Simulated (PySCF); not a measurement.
# C₈H₁₀O: excited states, first hyperpolarisability

Wanted: excited states, first hyperpolarisability for C₈H₁₀O (`Cc1ccc(CO)cc1`).

Computed with PySCF 2.14.0 and routines of our own; the level stands in each step. Atoms count from 0.

### 1 The system as given

19 atoms, charge 0, multiplicity 1; geometry from: GFN2-xTB.

### 2 Optimising the geometry at PBE0-D3(BJ)/def2-SVP

The job: settings as JSON, then the geometry in Å.

```
{"job": {"xc": "PBE0", "basis": "def2-SVP", "d3": "d3bj", "grid": 2, "kind": "geom"}, "charge": 0, "multiplicity": 1}
C     -2.977870    -0.633220    -0.330236
C     -1.529194    -0.287154    -0.164827
C     -0.571671    -0.809791    -1.025870
C      0.762053    -0.474350    -0.891362
C      1.174437     0.396055     0.109842
C      2.637585     0.712979     0.287472
O      3.346938    -0.354838     0.886190
C      0.221593     0.913482     0.976839
C     -1.113353     0.578535     0.838223
H     -3.091985    -1.627470    -0.756185
H     -3.456643     0.079268    -1.003372
H     -3.497902    -0.595242     0.624193
H     -0.876352    -1.487195    -1.810981
H      1.496696    -0.893173    -1.563133
H      3.118988     0.866471    -0.681617
H      2.754666     1.628586     0.886037
H      2.909808    -0.586090     1.713372
H      0.524073     1.589299     1.765259
H     -1.841672     0.993098     1.520963
```

Run with:

```sh
> OMP_NUM_THREADS=1 python excited_run.py task.json out
```

This one command runs all jobs of the session in turn.

Standard output:

```text
step   0  E = -385.37603674  max force = 0.011980
step   1  E = -385.37824119  max force = 0.003765
step   2  E = -385.37834881  max force = 0.000960
step   3  E = -385.37846658  max force = 0.002497
step   4  E = -385.37876192  max force = 0.008581
step   5  E = -385.37904288  max force = 0.010621
step   6  E = -385.37954675  max force = 0.006245
step   7  E = -385.37971031  max force = 0.001805
step   8  E = -385.37974407  max force = 0.001908
step   9  E = -385.37977508  max force = 0.000325
step  10  E = -385.37978327  max force = 0.000273
optimisation converged
```

It took 3.1 min on 1 thread of Arm Neoverse V2, shared host; peak memory 0.81 GiB.

Along the way:

```csv
step,energy from step 0 (eV),largest force component (eV/Å)
0,0.0000,0.6160
1,-0.0600,0.1936
2,-0.0629,0.0494
3,-0.0661,0.1284
4,-0.0742,0.4413
5,-0.0818,0.5462
6,-0.0955,0.3211
7,-0.1000,0.0928
8,-0.1009,0.0981
9,-0.1017,0.0167
10,-0.1019,0.0140
```

Close pairs (by a distance rule), those that changed most:

```csv
bond,before (Å),after (Å),change (Å)
C5–O6,1.415,1.400,-0.015
C2–H12,1.081,1.094,+0.013
C8–H18,1.081,1.094,+0.013
C3–H13,1.080,1.093,+0.013
C7–H17,1.082,1.094,+0.013
C0–H10,1.091,1.103,+0.012
C0–H9,1.088,1.100,+0.012
C0–H11,1.088,1.100,+0.012
```

The final coordinates are the input of the step that follows.

```csv
at the end point,value
point group (found at 0.08 Å tolerance),C1
"rotational constants (GHz, main isotopes)","4.610, 0.947, 0.804"
dipole moment (D),1.67
```

### 3 Excited states: TDA wB97X-D/aug-cc-pVDZ

The job: settings as JSON, then the geometry in Å.

```
{"job": {"kind": "states", "xc": "wB97X-D", "basis": "aug-cc-pVDZ", "tda": true, "soc": true, "nstates": 6, "ntriplets": 5, "nquad": 4}, "charge": 0, "multiplicity": 1}
C     -3.005400    -0.587993    -0.356903
C     -1.556195    -0.265840    -0.134280
C     -0.552623    -0.913447    -0.864108
C      0.790431    -0.595209    -0.683520
C      1.175189     0.379750     0.241485
C      2.631353     0.734867     0.414131
O      3.506300    -0.327267     0.154824
C      0.178907     1.021110     0.981720
C     -1.164171     0.705722     0.793924
H     -3.145521    -1.639619    -0.646926
H     -3.427772     0.032066    -1.165608
H     -3.604735    -0.398969     0.545533
H     -0.829830    -1.683369    -1.590135
H      1.563507    -1.109812    -1.259357
H      2.902121     1.530662    -0.301187
H      2.783588     1.165097     1.424602
H      3.238860    -1.066643     0.712327
H      0.458125     1.775237     1.723900
H     -1.925917     1.217608     1.388985
```

Level: TDA wB97X-D/aug-cc-pVDZ excited states, vertical, gas phase, spin-orbit mean-field couplings.

Standard output:

```text
coarse grid: 15976 points
cycle   1  E = -385.9097786356  dE =  1.744e+00  |g| = 6.151e-01  |ddm| = 5.330e+01
cycle   2  E = -385.9116992186  dE = -1.921e-03  |g| = 6.697e-01  |ddm| = 6.078e+00
cycle   3  E = -385.9910341645  dE = -7.933e-02  |g| = 5.793e-02  |ddm| = 2.172e+00
cycle   4  E = -385.9917152057  dE = -6.810e-04  |g| = 2.604e-02  |ddm| = 5.138e-01
cycle   5  E = -385.9918881296  dE = -1.729e-04  |g| = 6.835e-03  |ddm| = 3.509e-01
cycle   6  E = -385.9918997664  dE = -1.164e-05  |g| = 2.237e-03  |ddm| = 6.226e-02
cycle   7  E = -385.9919012183  dE = -1.452e-06  |g| = 5.428e-04  |ddm| = 1.921e-02
final grid: 154592 points
cycle   8  E = -386.0032685217  dE = -1.577e-04  |g| = 4.202e-03  |ddm| = 2.196e+00
cycle   9  E = -386.0032730302  dE = -4.508e-06  |g| = 2.782e-03  |ddm| = 2.421e-01
cycle  10  E = -386.0032748131  dE = -1.783e-06  |g| = 5.772e-04  |ddm| = 4.249e-02
cycle  11  E = -386.0032748902  dE = -7.707e-08  |g| = 3.802e-04  |ddm| = 2.047e-02
cycle  12  E = -386.0032749229  dE = -3.273e-08  |g| = 4.541e-05  |ddm| = 2.507e-03
cycle  13  E = -386.0032749237  dE = -7.586e-10  |g| = 2.662e-05  |ddm| = 6.842e-04
converged SCF energy = -386.0032749237

Singlet excitations
state   eV       nm        f     d(h-e)  d(exc)  Lambda  PR(NTO)  |dmu|/D   mu/D   main configurations
  1   5.3076   233.6   0.00362   0.020   2.825   0.538   1.907    0.099    1.675   H->L+4 0.58, H-1->L+3 0.14, H-1->L+8 0.08
  2   6.0446   205.1   0.08135   0.204   3.221   0.507   1.723    0.986    2.496   H->L+3 0.26, H-1->L+4 0.25, H->L+2 0.17
  3   6.2607   198.0   0.00227   0.839   4.439   0.279   1.169    3.540    3.206   H->L 0.69
  4   6.6788   185.6   0.03962   0.629   4.647   0.279   1.620    2.509    2.373   H->L+1 0.36, H->L+3 0.11, H->L+5 0.08
  5   6.7090   184.8   0.00727   0.579   4.484   0.213   1.247                     H-1->L 0.70
  6   6.8007   182.3   0.01680   0.592   5.123   0.353   1.098                     H->L+2 0.53, H->L+1 0.20, H->L+3 0.12

Triplet excitations (Tamm-Dancoff)
state   eV     d(h-e)  d(exc)  Lambda  PR(NTO)   main configurations
  1   4.0932   0.008   2.577   0.542   1.853   H-1->L+4 0.28, H->L+3 0.24, H->L+8 0.15
  2   4.5843   0.017   2.774   0.630   1.157   H->L+4 0.86
  3   4.7317   0.012   2.715   0.692   1.782   H-1->L+4 0.63, H->L+3 0.13
  4   5.1963   0.044   2.748   0.363   1.156   H-1->L+3 0.34, H-1->L+8 0.21, H-1->L+2 0.18
  5   6.2241   0.780   4.490   0.237   1.124   H->L 0.74
S1 - T1 = 1.2144 eV

Spin-orbit couplings |<S|Hso|T>| (cm-1)
             T1       T2       T3       T4       T5
S0        0.687    1.005    0.512    0.321    6.473
S1        0.652    0.076    0.130    0.021    0.325
S2        0.295    0.514    0.169    0.702    0.458
S3        0.211    0.189    0.176    0.180    0.172
S4        2.137    0.631    1.166    0.390    0.838
S5        0.750    0.301    0.483    0.160    0.483
S6        1.644    0.873    0.747    0.121    0.413
T1 sublevels (cm-1): 0.000 0.000 0.000   radiative rates (1/s): 0.257 0.12 0.0243
```

Wall time 1.7 min (1 thread of Arm Neoverse V2, shared host); peak memory 1.2 GiB.

From this job:

```csv
quantity,value
S1 less T1,1.21 eV
```

### 4 Excited states: TDDFT CAM-B3LYP/aug-cc-pVDZ

The job, as its differences from that of step 3:

```diff
@@ -1,2 +1,2 @@
-{"job": {"kind": "states", "xc": "wB97X-D", "basis": "aug-cc-pVDZ", "tda": true, "soc": true, "nstates": 6, "ntriplets": 5, "nquad": 4}, "charge": 0, "multiplicity": 1}
+{"job": {"kind": "states", "xc": "CAM-B3LYP", "basis": "aug-cc-pVDZ", "tpa": true, "nstates": 8, "nquad": 6, "ntriplets": 0}, "charge": 0, "multiplicity": 1}
 C     -3.005400    -0.587993    -0.356903
```

With the program's defaults for keys left out, this is: TDDFT CAM-B3LYP/aug-cc-pVDZ excited states, vertical, gas phase, two-photon moments by quadratic response.

Standard output:

```text
coarse grid: 15976 points
cycle   1  E = -385.8171779228  dE =  1.659e+00  |g| = 6.237e-01  |ddm| = 6.916e+01
cycle   2  E = -385.7998808572  dE =  1.730e-02  |g| = 7.448e-01  |ddm| = 7.709e+00
cycle   3  E = -385.9004793661  dE = -1.006e-01  |g| = 6.802e-02  |ddm| = 3.090e+00
cycle   4  E = -385.9012928922  dE = -8.135e-04  |g| = 3.171e-02  |ddm| = 5.678e-01
cycle   5  E = -385.9015442623  dE = -2.514e-04  |g| = 7.921e-03  |ddm| = 4.269e-01
cycle   6  E = -385.9015582669  dE = -1.400e-05  |g| = 3.019e-03  |ddm| = 6.678e-02
cycle   7  E = -385.9015607610  dE = -2.494e-06  |g| = 4.495e-04  |ddm| = 2.139e-02
final grid: 154592 points
cycle   8  E = -385.9270734874  dE = -2.847e-05  |g| = 3.767e-03  |ddm| = 8.926e-01
cycle   9  E = -385.9270748051  dE = -1.318e-06  |g| = 3.235e-03  |ddm| = 9.504e-02
cycle  10  E = -385.9270774820  dE = -2.677e-06  |g| = 3.860e-04  |ddm| = 3.418e-02
cycle  11  E = -385.9270775075  dE = -2.555e-08  |g| = 2.219e-04  |ddm| = 3.842e-03
cycle  12  E = -385.9270775195  dE = -1.200e-08  |g| = 3.822e-05  |ddm| = 2.267e-03
cycle  13  E = -385.9270775199  dE = -3.727e-10  |g| = 1.224e-05  |ddm| = 5.271e-04
converged SCF energy = -385.9270775199

Singlet excitations
state   eV       nm        f     d(h-e)  d(exc)  Lambda  PR(NTO)  |dmu|/D   mu/D   delta(TPA)   sigma/GM   main configurations
  1   5.2298   237.1   0.00446   0.018   2.839   0.549   1.884    0.089    1.717        0.31      0.003   H->L+4 0.60, H-1->L+2 0.14
  2   5.7920   214.1   0.08522   0.225   3.258   0.511   1.688    1.037    2.680       10.83      0.133   H->L+2 0.32, H-1->L+4 0.20, H->L 0.14
  3   6.0134   206.2   0.00216   0.875   4.476   0.321   1.153    3.640    3.383       43.42      0.575   H->L 0.75
  4   6.3953   193.9   0.03990   0.720   4.823   0.342   1.298    2.837    2.001      148.77      2.229   H->L+1 0.60, H->L+3 0.12
  5   6.4766   191.4   0.01265   0.352   4.466   0.243   1.086    1.490    1.541      118.58      1.822   H-1->L 0.85
  6   6.5267   190.0   0.02928   0.768   4.991   0.422   1.142    3.237    3.744       27.95      0.436   H->L+3 0.48, H->L+2 0.32
  7   6.5951   188.0   0.31745   0.283   3.588   0.447   2.005                                            H-1->L+2 0.35, H->L+4 0.27, H-1->L+3 0.14
  8   6.7327   184.2   0.51778   0.179   3.702   0.637   2.205                                            H-1->L+4 0.56, H->L+2 0.16, H->L+3 0.15
```

Wall time 2.4 min (1 thread of Arm Neoverse V2, shared host); peak memory 1.3 GiB.

### 5 First hyperpolarisability: quadratic response CAM-B3LYP/aug-cc-pVDZ

The job, as its differences from that of step 4:

```diff
@@ -1,2 +1,2 @@
-{"job": {"kind": "states", "xc": "CAM-B3LYP", "basis": "aug-cc-pVDZ", "tpa": true, "nstates": 8, "nquad": 6, "ntriplets": 0}, "charge": 0, "multiplicity": 1}
+{"job": {"kind": "beta", "xc": "CAM-B3LYP", "basis": "aug-cc-pVDZ"}, "charge": 0, "multiplicity": 1}
 C     -3.005400    -0.587993    -0.356903
```

Method: quadratic response CAM-B3LYP/aug-cc-pVDZ first hyperpolarisability, Taylor convention, gas phase.

Standard output:

```text
coarse grid: 15976 points
cycle   1  E = -385.8171779228  dE =  1.659e+00  |g| = 6.237e-01  |ddm| = 6.916e+01
cycle   2  E = -385.7998808572  dE =  1.730e-02  |g| = 7.448e-01  |ddm| = 7.709e+00
cycle   3  E = -385.9004793661  dE = -1.006e-01  |g| = 6.802e-02  |ddm| = 3.090e+00
cycle   4  E = -385.9012928922  dE = -8.135e-04  |g| = 3.171e-02  |ddm| = 5.678e-01
cycle   5  E = -385.9015442623  dE = -2.514e-04  |g| = 7.921e-03  |ddm| = 4.269e-01
cycle   6  E = -385.9015582669  dE = -1.400e-05  |g| = 3.019e-03  |ddm| = 6.678e-02
cycle   7  E = -385.9015607610  dE = -2.494e-06  |g| = 4.495e-04  |ddm| = 2.139e-02
final grid: 154592 points
cycle   8  E = -385.9270734874  dE = -2.847e-05  |g| = 3.767e-03  |ddm| = 8.926e-01
cycle   9  E = -385.9270748051  dE = -1.318e-06  |g| = 3.235e-03  |ddm| = 9.504e-02
cycle  10  E = -385.9270774820  dE = -2.677e-06  |g| = 3.860e-04  |ddm| = 3.418e-02
cycle  11  E = -385.9270775075  dE = -2.555e-08  |g| = 2.219e-04  |ddm| = 3.842e-03
cycle  12  E = -385.9270775195  dE = -1.200e-08  |g| = 3.822e-05  |ddm| = 2.267e-03
cycle  13  E = -385.9270775199  dE = -3.727e-10  |g| = 1.224e-05  |ddm| = 5.271e-04
converged SCF energy = -385.9270775199

Lowest singlets (eV, f): 5.2298 0.0045  5.7920 0.0852  6.0134 0.0022

First hyperpolarisability (au)
process     nm      |vector|   parallel      HRS      DR
static         -       56.95     -21.97      24.08   4.676
shg       1907.0       58.18     -21.06      24.81   4.532
eope      1907.0       57.34     -21.68          -       -
shg       1064.0       61.99     -18.29      26.97   4.211
eope      1064.0       58.28     -20.99          -       -
```

Wall time 1.7 min (1 thread of Arm Neoverse V2, shared host); peak memory 1.3 GiB.

### 6 Results

```
                                                   quantity                                             value
                                                point group                                                C1
                       rotational constants (main isotopes)                              4.61, 0.95, 0.80 GHz
               S1 less T1 (step 3, TDA wB97X-D/aug-cc-pVDZ)                                           1.21 eV
β vector (step 5, quadratic response CAM-B3LYP/aug-cc-pVDZ)  static 57, SHG 1907.0 nm 58, SHG 1064.0 nm 62 au
```

**Reading.** Over 10 steps the energy fell by 0.102 eV; of the close pairs, C5–O6 changed most, 1.415 to 1.400 Å. No frequency check was run at this level, so the end point may be a saddle. In step 3, the number of triplets below S1 is 4, and the largest singlet-triplet spin-orbit coupling is S0–T5, 6.47 cm⁻¹. β grows from 57 au (static) to 62 au for doubling at 1064.0 nm: normal dispersion, which grows as twice the photon energy moves toward the bright states.
